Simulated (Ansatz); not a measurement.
# KTl2MoF6: the cost of one run

Program: Ansatz 0.2.0. Level of theory: DFT LDA, scalar-relativistic, plane waves, PAW. These are calculated values, not measurements.

1 further run of the same task is left out (set aside as unsound or not needed).

## 1. The structure to begin with

Symmetry: Fm-3m, No. 225, cubic system. Conventional cell: a = 9.201 Å, b = 9.201 Å, c = 9.201 Å, α = 90.00°, β = 90.00°, γ = 90.00°. Around K (site symmetry m-3m) lie 6 F at 2.54 Å. Tl (site symmetry -43m) is surrounded by 12 F at 3.26 Å. Around Mo (site symmetry m-3m) lie 6 F at 2.06 Å. F (site symmetry 4mm) has 1 Mo at 2.06 Å and 1 K at 2.54 Å as nearest neighbours.

Coordinates:

```cif
data_structure
_symmetry_space_group_name_H-M 'Fm-3m'
_symmetry_Int_Tables_number 225
_cell_length_a 9.2015
_cell_length_b 9.2015
_cell_length_c 9.2015
_cell_angle_alpha 90.000
_cell_angle_beta 90.000
_cell_angle_gamma 90.000
_cell_volume 779.07
loop_
_atom_site_label
_atom_site_type_symbol
_atom_site_symmetry_multiplicity
_atom_site_Wyckoff_symbol
_atom_site_fract_x
_atom_site_fract_y
_atom_site_fract_z
_atom_site_occupancy
K1 K 4 b 0.50000 0.00000 0.00000 1
Tl1 Tl 8 c 0.25000 0.75000 0.75000 1
Mo1 Mo 4 a 0.00000 0.00000 0.00000 1
F1 F 24 e 0.22423 0.00000 0.00000 1
```

This cell was relaxed beforehand with the same method: volume 19.48 Å³/atom, gap on the mesh 0.47 eV, site moments up to 1.7 μB.

## 2. Relaxing with LDA

Input file input.yaml:

```yaml
crystal:
  lattice:
    - [0.0, 4.6007458427, 4.6007458427]
    - [4.6007458427, 0.0, 4.6007458427]
    - [4.6007458427, 4.6007458427, 0.0]
  atoms:
    - { symbol: K, position: [0.5, 0.5, 0.5] }
    - { symbol: Tl, position: [0.25, 0.25, 0.25] }
    - { symbol: Tl, position: [0.75, 0.75, 0.75] }
    - { symbol: Mo, position: [0.0, 0.0, 0.0], spin: 1.84 }
    - { symbol: F, position: [0.7757685918, 0.2242314082, 0.2242314082] }
    - { symbol: F, position: [0.2242314082, 0.7757685918, 0.2242314082] }
    - { symbol: F, position: [0.2242314082, 0.7757685918, 0.7757685918] }
    - { symbol: F, position: [0.7757685918, 0.2242314082, 0.7757685918] }
    - { symbol: F, position: [0.2242314082, 0.2242314082, 0.7757685918] }
    - { symbol: F, position: [0.7757685918, 0.7757685918, 0.2242314082] }
basis:
  ecutwfc: 420
kpoints:
  mp_grid: { grid: [8, 8, 8] }
hamiltonian:
  xc: lda
scf:
  occupations: { method: gaussian, width: 0.02 }
output:
  forces: true
  stress: true
  eigenvalues: true
  populations: true
  write_density: true
  write_potential: true
  elf: true
  volumetric_format: npy
magnetization:
  spin_polarized: true
relax:
  adjacent_minimum: "off"
  f_tol: 0.005
  max_steps: 50
  cell: { stress_tol: 0.05 }
```

Command:

```sh
> ansatz run input.yaml --threads 2 --pin off --max-ram 5120MiB --backend cpu --events-out ev --progress --plain --runs-dir out
```

Q: Estimate wall time and peak memory on 2 threads of an x86-64 CPU, shared host.

About 5.6 min, with a peak of 0.83 GiB.
